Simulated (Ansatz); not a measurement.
# ClH₅InNSi (built from SMILES [NH2][In]([SiH3])[Cl]): search for a transition state, part 3 of 3

Ansatz 0.2.0, Gaussian basis; PBE0-D4.

## (8) Relaxing after a step of 0.30 Å the other way along the mode

Input file downb/in.yaml:

```yaml
crystal:
  periodic: [false, false, false]
  atoms:
    - {symbol: In, position_ang: [-1.514062, -1.461830, -1.562230]}
    - {symbol: Si, position_ang: [0.709679, -0.154403, 0.937150]}
    - {symbol: N, position_ang: [0.281998, -0.660120, -0.650403]}
    - {symbol: H, position_ang: [-0.910086, 1.359308, -0.742598]}
    - {symbol: Cl, position_ang: [-2.143375, 1.742341, -1.106934]}
    - {symbol: H, position_ang: [-0.367286, 0.766326, 1.410448]}
    - {symbol: H, position_ang: [2.006324, 0.591385, 0.941132]}
    - {symbol: H, position_ang: [0.831324, -1.234441, 1.972248]}
    - {symbol: H, position_ang: [1.105484, -0.948467, -1.198811]}
basis:
  gaussian: {orbitals: def2-TZVP}
hamiltonian: {xc: pbe0, dispersion: d4}
relax: {f_tol: 0.005, max_steps: 200}
```

Run with:

```console
$ ansatz run in.yaml --threads 4 --pin off --events-out ev --progress --plain --max-ram 9574MiB
```

Output, shortened:

```text
Functional definition: PBE0
  name "PBE0"
  cite "Adamo & Barone, J. Chem. Phys. 110, 6158 (1999) doi:10.1063/1.478522"
  cite "Perdew, Burke & Ernzerhof, Phys. Rev. Lett. 77, 3865 (1996) doi:10.1103/PhysRevLett.77.3865"
  parent pbe
[...]
1392 factors; their error is unknown
[...]
mean field -27138.91739623 eV, -997.3368188925 hartree, gradient 1.5e-5 eV, S^2 0.000000; 0 other end points of the search recorded, 0 dependent functions left out
[...]
Atom 5 at    -0.513458     0.330461     1.772794 Å, force     0.000474    -0.000214     0.000358 eV/Å
Atom 6 at     1.788668     0.930371     1.339379 Å, force     0.000236     0.000251     0.000209 eV/Å
Atom 7 at     1.170711    -1.407042     1.500063 Å, force    -0.000204    -0.000141    -0.000179 eV/Å
Atom 8 at     0.975924    -0.716203    -1.213938 Å, force    -0.000551     0.000133     0.000117 eV/Å
Dipole moment:     0.529727    -0.612738     0.190647 e Å
```

Run time: 2.2 min. Hardware: 4 threads of Arm Neoverse N1, shared host.

Relaxation path:

```csv
step,energy from step 1 (eV),largest force component (eV/Å)
1,0.0000,1.0909
2,-0.0665,0.6515
3,-0.1238,0.4938
4,-0.2174,0.4126
5,-0.3253,1.3297
6,-0.5046,2.4248
7,-0.9318,1.9112
8,-1.3359,0.8828
9,-1.5858,0.4762
10,-1.6702,0.4465
11,-1.6945,0.1704
12,-1.7022,0.1798
13,-1.7086,0.0658
14,-1.7095,0.0710
15,-1.7102,0.0457
16,-1.7109,0.0322
17,-1.7116,0.0576
18,-1.7121,0.0499
19,-1.7123,0.0205
20,-1.7118,0.0278
21,-1.7123,0.0154
22,-1.7124,0.0067
23,-1.7124,0.0023
```

Distances of close pairs at the start and the end, largest changes first:

```csv
bond,before (Å),after (Å),change (Å)
N3–H4,2.347,1.018,-1.329
H4–Cl5,1.342,2.476,+1.134
In1–Cl5,3.297,2.484,-0.813
In1–N3,2.168,2.709,+0.541
Si2–N3,1.720,1.747,+0.027
N3–H9,1.031,1.012,-0.019
Si2–H8,1.501,1.484,-0.017
Si2–H6,1.494,1.484,-0.009
```

## (9) What the saddle joins

```csv
pair,start side (Å),saddle (Å),end side (Å)
In1–N3,2.709,2.142,2.145
H4–Cl5,2.476,1.290,1.308
In1–Cl5,2.484,3.322,3.177
N3–H4,1.018,2.635,3.002
```

## (10) Outcome

What follows sums up all 3 parts.

| quantity | value |
| --- | --- |
| imaginary mode | 247i cm⁻¹ |
| barrier from the start side | 39.4 kcal/mol |
| barrier from the end side | 1.2 kcal/mol |
| energy of the step | +38.2 kcal/mol |
| pairs that change | In1–N3 formed, H4–Cl5 formed, In1–Cl5 broken, N3–H4 broken |
| zero-point energy at the saddle | 1.283 eV |

What this shows: The point has a single imaginary mode (247i cm⁻¹), as a transition state must. The two relaxations don't end on the planned structures: the search found another step. At PBE0-D4/def2-TZVP the electronic barrier is 39.4 kcal/mol, about 67 kT at 298 K, and the step runs 38.2 kcal/mol uphill. A step off the saddle overshot and began above it in energy, so the link to its end is likely but not proven.
